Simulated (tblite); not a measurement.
# C3H10GeSSi: the cost of one run

Programs: tblite 0.8.0 and PySCF 2.14.0, with density-fitted response routines of our own. Each step states its level of theory. These are calculated values for one molecule in the gas phase, unless marked as measured. Atoms are numbered from 0 throughout.

## Step 1: Starting geometry

16 atoms, charge 0, multiplicity 1; geometry from: force field or distance geometry start.

Bonds of the start (Å): C0–C1 1.33, C1–C2 1.48, C2–Ge3 1.95, C1–S4 1.78, S4–Si5 2.13, C0–H6 1.11, C0–H7 1.08, C2–H8 1.11, C2–H9 1.12, Ge3–H10 1.57, Ge3–H11 1.56, Ge3–H12 1.53, Si5–H13 1.47, Si5–H14 1.47, Si5–H15 1.46.

## Step 2: Optimising the geometry with GFN2-xTB

Job settings and geometry (Å):

```
{"job": {"kind": "relax", "xc": "GFN2-xTB", "basis": "xTB"}, "charge": 0, "multiplicity": 1}
C      0.439600    -1.130500    -1.100000
C     -0.076000    -0.548400    -0.015500
C     -1.499900    -0.798700     0.320500
Ge    -2.472100     0.892300     0.342100
S      0.973000     0.457800     1.011100
Si     2.976100     0.636400     0.311600
H     -0.190400    -1.761800    -1.755100
H      1.466900    -1.006400    -1.410600
H     -1.979300    -1.445400    -0.443900
H     -1.573600    -1.330400     1.298600
H     -3.443100     0.896000     1.570500
H     -3.407600     0.876600    -0.910500
H     -1.552000     2.115300     0.374400
H      3.375000     2.053500     0.394300
H      3.928500    -0.159400     1.095600
H      3.027500     0.262100    -1.094400
```

The run is started by

```bash
> OMP_NUM_THREADS=1 python probes_run.py task.json out
```

This one command runs all jobs of the session in turn.

Q: Estimate the wall time and peak memory of this first job on 1 thread of Arm Neoverse V1, shared host.

About 1 s, with a peak of 0.18 GiB.
